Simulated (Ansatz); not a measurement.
Run this with Ansatz's Python interface and show what comes out.

The script, `md_h5no2si.py`:
```python
import ansatz as az
import numpy as np


def main() -> None:
    mol = (
        az.Crystal.molecule()
        .atom("N", (-1.1541, 0.1419, -0.0451))
        .atom("Si", (0.4677, 0.2768, -0.113))
        .atom("O", (0.8626, -0.8913, -1.1856))
        .atom("O", (0.9805, -0.1227, 1.4069))
        .atom("H", (-1.555, 1.048, 0.318))
        .atom("H", (-1.5356, 0.1904, -1.0197))
        .atom("H", (0.9103, 1.6311, -0.515))
        .atom("H", (0.9118, -1.7727, -0.815))
        .atom("H", (0.2003, -0.5478, 1.9513))
    )

    calculation = mol.calculation()
    calculation = calculation.basis(gaussian="6-31G").functional("blyp")
    calculation = calculation.md("nvt_langevin", timestep=0.5, steps=20, temperature=800, initial_velocities="maxwell_boltzmann", seed=74, friction=0.05)
    frames = []
    calculation.session().plan().execute(on_event=lambda e: frames.append(e["data"]) if e["event"] == "md_step" else None)
    print("t (fs)   E_pot (eV)      E_kin (eV)   T (K)   d(0-1) (A)")
    for f in frames[::2]:
        xyz = np.array(f["positions_ang"])
        print(f"{f['time_fs']:6.2f} {f['lagrangian_ev']:14.5f} {f['e_kin_ev']:10.5f} {f['temperature_k']:8.1f} {np.linalg.norm(xyz[0] - xyz[1]):9.4f}")
    print("mean temperature", round(float(np.mean([f["temperature_k"] for f in frames])), 1), "K")


if __name__ == "__main__":
    main()
```

```console
$ python md_h5no2si.py
t (fs)   E_pot (eV)      E_kin (eV)   T (K)   d(0-1) (A)
  0.00   -13539.38979    0.82726    711.1    1.6288
  1.00   -13539.50765    1.05025    902.8    1.6315
  2.00   -13539.64342    1.25405   1078.0    1.6394
  3.00   -13539.75646    1.07168    921.2    1.6467
  4.00   -13539.88381    1.27588   1096.7    1.6572
  5.00   -13540.03143    1.34962   1160.1    1.6745
  6.00   -13540.19676    1.33440   1147.0    1.6936
  7.00   -13540.33341    1.28128   1101.4    1.7122
  8.00   -13540.40931    1.32035   1135.0    1.7320
  9.00   -13540.38744    1.28046   1100.7    1.7529
 10.00   -13540.32424    1.60214   1377.2    1.7762
mean temperature 1063.3 K
```

Caveats:
- These settings explore the input space; basis and method may be short of convergence.
- The trajectory is only some femtoseconds long, so its temperature is not equilibrated; where the script doesn't relax first, it starts from a rough generated geometry.
- The printed temperature counts all 3N degrees of freedom under Langevin dynamics, so the first row lies under the target.
- It ran for 36 s on 1 thread of Arm Neoverse V2, with other jobs on the host, peak memory 0.17 GiB.

(Lines on the test bed's own set-up are left out of the output.)
